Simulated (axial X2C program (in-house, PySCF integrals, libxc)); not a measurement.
**CoOH⁺: bond lengths and stretches, held linear**

The task here is to estimate one member of a computed series from the others.

Program: an in-house X2C program for linear molecules on PySCF integrals. Level of theory: all-electron X2C, two-component (2c) or spin-free, Co dyall-v3z, O dyall-av3z, H dyall-v3z. These are calculated values, not measurements.

All values are calculated.

2 further runs of the same task are left out: 2 set aside as unsound or not needed.

Set-up of the first run:

task.json

```json
{"zs": [27, 8, 1], "q": 1, "bas": ["dyall-v3z", "dyall-av3z", "dyall-v3z"], "r0": [1.74, 0.96], "symm": 0, "scan": ["PBE0", "HF", "BHandHLYP"], "levels": ["PBE0", "HF", "r2SCAN"], "nst": 2}
```

Keys: zs atomic numbers; q charge; bas basis sets; r0 starting distance in Å; symm equal bonds; scan levels of the two-bond scan (MP2 follows by itself at each HF point); levels methods; nst determinants followed.

The run is started by

```console
$ python solin.py task.json out
```

Masses Co 58.933, O 15.995, H 1.008 u.

Among the steps run: Scan at PBE0, 2c; Scan at HF, 2c; Scan at BHandHLYP, 2c.

One of the session's tables, all rows but one given; the rest of the session is left out.

```
               level  r(Co–O) (Å)  r(O–H) (Å)  lower stretch (cm⁻¹)  upper stretch (cm⁻¹)
            PBE0, 2c        1.670       0.962                 838.8                3850.0
              HF, 2c        1.719       0.937                 833.9                4163.7
       BHandHLYP, 2c            ?           ?                     ?                     ?
             MP2, 2c        1.678       0.962                 844.8                3867.4
     PBE0, spin-free        1.669       0.962                 839.1                3849.6
       HF, spin-free        1.718       0.937                 834.2                4163.5
BHandHLYP, spin-free        1.680       0.951                 859.6                3976.5
      MP2, spin-free        1.678       0.962                 845.1                3865.7
```

**Question.** Estimate the row for BHandHLYP, 2c.

The run gave: r(Co–O) (Å): 1.680; r(O–H) (Å): 0.951; lower stretch (cm⁻¹): 859.4; upper stretch (cm⁻¹): 3976.9.

Scans not shown above were run alike.

MP2 freezes inner shells (threshold -2 hartree). The molecule was held linear; bending was not examined, so a bent shape may lie lower. Note: functional without a current term on a determinant with orbital currents, of the molecule or an atom. Note: several unpaired electrons, one determinant need not be a pure state.
